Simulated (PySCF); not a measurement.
**C2H2BClO (SMILES C#CB(O)Cl): HF/3-21G**

Aim: energy and forces of C2H2BClO. The job is set up through a Python script.

The results are computed with PySCF 2.14.0.

### Step 1. The molecule

C2H2BClO has 7 atoms, charge 0, and is taken as a singlet. As SMILES, `C#CB(O)Cl`. The shape is that of a GFN2-xTB optimisation. This is one conformer, not always the lowest.

Bond lengths: C1–C2 1.203 Å, C2–B3 1.518 Å, B3–O4 1.328 Å, B3–Cl5 1.760 Å, C1–H6 1.051 Å, O4–H7 0.958 Å. Angles: C1–C2–B3 177.7°, C2–B3–O4 121.2°, C2–B3–Cl5 118.0°, O4–B3–Cl5 120.8°, C2–C1–H6 179.6°, B3–O4–H7 118.0°.

### Step 2. Energy and gradient at HF/3-21G

File job.py:

```python
from pyscf import gto, scf

mol = gto.Mole()
mol.atom = '''
C       -0.721040       0.023670       1.898470
C       -0.274250       0.024400       0.781900
B        0.340710       0.049590      -0.606260
O       -0.284130      -0.491050      -1.645690
Cl       1.912320       0.818210      -0.798940
H       -1.119010       0.024340       2.871650
H        0.145410      -0.449160      -2.501130
'''
mol.verbose = 4
mol.charge = 0
mol.basis = '3-21g'
mol.max_memory = 1860
mol.build()

hf = scf.RHF(mol)
hf.conv_tol = 1e-10
hf.kernel()
if not hf.converged:
    hf = hf.newton().run(hf.mo_coeff, hf.mo_occ)

energy = hf.e_tot
print('E = %.10f Eh' % energy)
grad = hf.nuc_grad_method().kernel()
hf.analyze()
```

Command:

```bash
$ OMP_NUM_THREADS=1 python job.py
```

Q: Predict the results. Wanted: total energy; dipole moment; HOMO energy; LUMO energy; HOMO–LUMO gap; largest force on an atom.

Computed results:

Level: HF/3-21G.

| quantity | value |
| --- | --- |
| total energy | -632.81696 Eh |
| dipole moment | 1.09 D |
| HOMO energy | -11.22 eV |
| LUMO energy | 2.74 eV |
| HOMO–LUMO gap | 13.96 eV |
| largest force on an atom | 2.056 eV/Å |

**Reading.** Mulliken charges run from -0.66 on O4 to +0.98 on B3; they depend strongly on the basis. The largest force is 2.06 eV/Å: the shape isn't a stationary point for this species at this level.
